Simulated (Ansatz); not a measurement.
**Ti: stress in a strained cell**

Ti is deformed so: zz strain of +1 %. What stress and forces result, by LAPW, PAW and all-electron datasets made for the crystal?

Computed with Ansatz 0.2.0 (DFT LDA, scalar-relativistic, unless a step's input says otherwise).

### 1 The starting structure

It takes space group Fm-3m (No. 225, cubic). The conventional cell has a = 4.060 Å, b = 4.060 Å, c = 4.060 Å, α = 90.00°, β = 90.00°, γ = 90.00°. Ti (site symmetry m-3m) has 12 Ti at 2.87 Å as nearest neighbours.

Coordinates:

```xyz
1
Lattice="0.0000 2.0300 2.0300 2.0300 0.0000 2.0300 2.0300 2.0300 0.0000" Properties=species:S:1:pos:R:3 pbc="T T T"
Ti    0.0000    0.0000    0.0000
```

### 2 The deformed structure

Space group Fm-3m before, I4/mmm after.

### 3 All-electron LAPW

input.yaml reads:

```yaml
crystal:
  lattice:
    - [0.0, 2.03, 2.0503]
    - [2.03, 0.0, 2.0503]
    - [2.03, 2.03, 0.0]
  atoms:
    - { symbol: Ti, position: [0.0, 0.0, 0.0] }
kpoints:
  mp_grid: { grid: [15, 15, 15] }
  band_path:
    path:
      - [0.0, 0.0, 0.0]
      - [0.0, 0.5, 0.5]
      - [0.25, 0.75, 0.5]
      - [0.0, 0.5, 0.0]
      - [0.0, 0.0, 0.0]
      - [0.5, 0.5, 0.0]
      - [0.3725370062, 0.6274629938, 0.0]
      - [-0.3725370062, 0.3725370062, 0.0]
      - [0.0, 0.0, 0.0]
    npoints: 5
scf:
  occupations: { method: fermi_dirac, width: 0.05 }
hamiltonian:
  xc: lda
  pseudopotentials: { kind: all_electron, lapw: { basis_error: 0.00025 } }
output:
  forces: true
  stress: true
  eigenvalues: true
```

On the command line:

```bash
$ ansatz run input.yaml --threads 1 --pin off --max-ram 3072MiB --backend cpu --events-out ev --progress --plain --runs-dir out
```

### 4 PAW on the default files

input.yaml reads:

```yaml
crystal:
  lattice:
    - [0.0, 2.03, 2.0503]
    - [2.03, 0.0, 2.0503]
    - [2.03, 2.03, 0.0]
  atoms:
    - { symbol: Ti, position: [0.0, 0.0, 0.0] }
kpoints:
  mp_grid: { grid: [15, 15, 15] }
scf:
  occupations: { method: fermi_dirac, width: 0.05 }
hamiltonian:
  xc: lda
  pseudopotentials: { kind: paw }
output:
  forces: true
  stress: true
  eigenvalues: true
  efg: { contact_densities: true }
```

### 5 Datasets made for this crystal

input.yaml: that of step 4 with these lines changed.

```diff
@@ -13,3 +13,3 @@
   xc: lda
-  pseudopotentials: { kind: paw }
+  pseudopotentials: { kind: all_electron, datasets: crystal }
 output:
```

(Steps that only read results are left out.)

What does the calculation give? Wanted: pressure; largest shear or deviatoric stress.

**Answer**, as computed:

| quantity | value |
| --- | --- |
| pressure | LAPW -5.85, PAW -5.86, crystal datasets -5.85 GPa |
| largest shear or deviatoric stress (LAPW) | 0.23 GPa |

The largest part of the stress beyond the pressure is 0.23 GPa in size, in the zz component. No run of the undeformed cell stands beside it, so the pressure holds what the given cell had before the change. PAW: stress within 0.01 GPa of LAPW. Crystal datasets: stress within 0.01 GPa of LAPW.
